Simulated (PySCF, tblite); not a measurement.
# C6H6F2O: geometry, infrared bands and NMR shifts

Wanted: the infrared bands and NMR shifts of C6H6F2O (`CO/C(F)=C/C#CCF`), by calculation.

Programs: tblite 0.8.0 and PySCF 2.14.0, with density-fitted response routines of our own. Each step states its level of theory. These are calculated values for one molecule in the gas phase, unless marked as measured. Atoms are numbered from 0 throughout.

## (1) The starting structure

15 atoms, charge 0, multiplicity 1; geometry from: force field or distance geometry start.

Bonds of the start (Å): C0–O1 1.41, O1–C2 1.39, C2–F3 1.35, C2–C4 1.33, C4–C5 1.42, C5–C6 1.20, C6–C7 1.46, C7–F8 1.35, C0–H9 1.11, C0–H10 1.10, C0–H11 1.10, C4–H12 1.09, C7–H13 1.10, C7–H14 1.09.

## (2) Geometry optimisation with GFN2-xTB

What the job is given:

```
{"job": {"kind": "relax", "xc": "GFN2-xTB", "basis": "xTB"}, "charge": 0, "multiplicity": 1}
C     -3.316900     0.326800     0.907300
O     -2.096500     1.003900     1.130600
C     -1.044200     0.360100     0.491500
F     -1.286400    -0.738800    -0.259500
C      0.190600     0.840600     0.590400
C      1.290900     0.228900    -0.068600
C      2.234800    -0.280900    -0.616100
C      3.376000    -0.909600    -1.275500
F      4.495300    -0.201700    -0.991800
H     -4.115100     0.869500     1.448500
H     -3.580000     0.329200    -0.159700
H     -3.296900    -0.698400     1.295700
H      0.373100     1.733100     1.185200
H      3.249000    -0.925000    -2.368400
H      3.522000    -1.929800    -0.928600
```

Command:

```
$ OMP_NUM_THREADS=1 python probes_run.py task.json out
```

This one command runs all jobs of the session in turn.

**Question.** This job is followed by: GFN2-xTB harmonic vibrations, gas phase; GIAO PBE0/pcSseg-1 NMR shielding, non-relativistic, gas phase. Predict these results of the whole session: strongest single infrared mode (GFN2-xTB); zero-point energy (GFN2-xTB); 13C shifts against TMS (PBE0/pcSseg-1); 1H shifts against TMS (PBE0/pcSseg-1, means over atoms taken as alike); 17O shifts against H2O (PBE0/pcSseg-1); 19F shifts against CFCl3 (PBE0/pcSseg-1).

**Answer**, as computed:

```
                                                              quantity                                    value
                             strongest single infrared mode (GFN2-xTB)                    1697 cm⁻¹, 449 km/mol
                                          zero-point energy (GFN2-xTB)                            64.9 kcal/mol
                                13C shifts against TMS (PBE0/pcSseg-1)  176.7, 94.6, 89.3, 74.4, 66.5, 55.1 ppm
1H shifts against TMS (PBE0/pcSseg-1, means over atoms taken as alike)                     5.53, 4.38, 3.94 ppm
                                17O shifts against H2O (PBE0/pcSseg-1)                                111.2 ppm
                              19F shifts against CFCl3 (PBE0/pcSseg-1)                        -86.5, -248.8 ppm
```

In words: The optimisation took 27 steps and gained 0.160 eV; among the close pairs (by a distance rule), O1–C2 changed most, from 1.389 to 1.337 Å. The lowest mode is slightly imaginary (3i cm⁻¹), a soft motion within the noise of the Hessian, so the minimum is not strictly shown. The strongest single mode, at 1697 cm⁻¹, moves mainly C2 and C4. Unscaled tight-binding wavenumbers are off by several per cent, some by more. Its intensities can rank the bands wrongly. The most deshielded carbon is C2 (alkene carbon bearing oxygen), at 176.7 ppm: an sp2 carbon further deshielded by the attached heteroatom. The most deshielded hydrogen is H13, H14 (mean) (hydrogen on a propargylic sp3 CH2 bonded to F), at 5.53 ppm: its carbon carries F, hence the downfield position. At PBE0/pcSseg-1: Shielding is most anisotropic at C5 (span 235 ppm, paramagnetic term -157 ppm).
